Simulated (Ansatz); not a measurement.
Here is an Ansatz 0.2.0 calculation.

Contents of input.yaml:

```yaml
crystal:
  lattice:
    - [2.8920299704, 0.0, 0.0]
    - [0.0, 4.3650077954, 0.0]
    - [0.0, 0.0, 5.856315]
  atoms:
    - { symbol: Pd, position: [0.5, 0.0, 0.197578] }
    - { symbol: Pd, position: [0.0, 0.0, 0.61947] }
    - { symbol: Pd, position: [0.0, 0.5, 0.329164] }
    - { symbol: Pd, position: [0.5, 0.5, 0.867561] }
    - { symbol: B, position: [0.5, 0.0, 0.863227] }
hamiltonian:
  xc: r2scan
  pseudopotentials: { kind: paw }
kpoints:
  mp_grid: { grid: [9, 6, 5] }
scf:
  occupations: { method: fermi_dirac, width: 0.05 }
output:
  forces: true
  stress: true
  eigenvalues: true
relax:
  f_tol: 0.01
  max_steps: 40
  cell: { stress_tol: 0.05 }
```

Potentials or basis: Ansatz PAW.

The run is started by

```console
$ ansatz run input.yaml --threads 2 --pin off --max-ram 5632MiB --backend cpu --events-out ev --progress --plain --runs-dir out
```

Task: Predict the relaxed cell.

Result: a = 2.836 Å, b = 4.331 Å, c = 5.843 Å, α = 90.00°, β = 90.00°, γ = 90.00°.

Task: Predict the band gap on the k mesh.

Result: None (metal or under the smearing width).

Task: What does it give for the space group after relaxing (to 0.05 Å)?

Result: Pmm2 (No. 25).

Final structure:
```yaml
crystal:
  lattice:
    - [2.83597, 0.00000, 0.00000]
    - [0.00000, 4.33080, 0.00000]
    - [0.00000, 0.00000, 5.84336]
  atoms:
    - { symbol: Pd, position: [0.50000, 0.00000, 0.19007] }
    - { symbol: Pd, position: [0.00000, 0.00000, 0.61399] }
    - { symbol: Pd, position: [0.00000, 0.50000, 0.33426] }
    - { symbol: Pd, position: [0.50000, 0.50000, 0.88043] }
    - { symbol: B, position: [0.50000, 0.00000, 0.85824] }
```
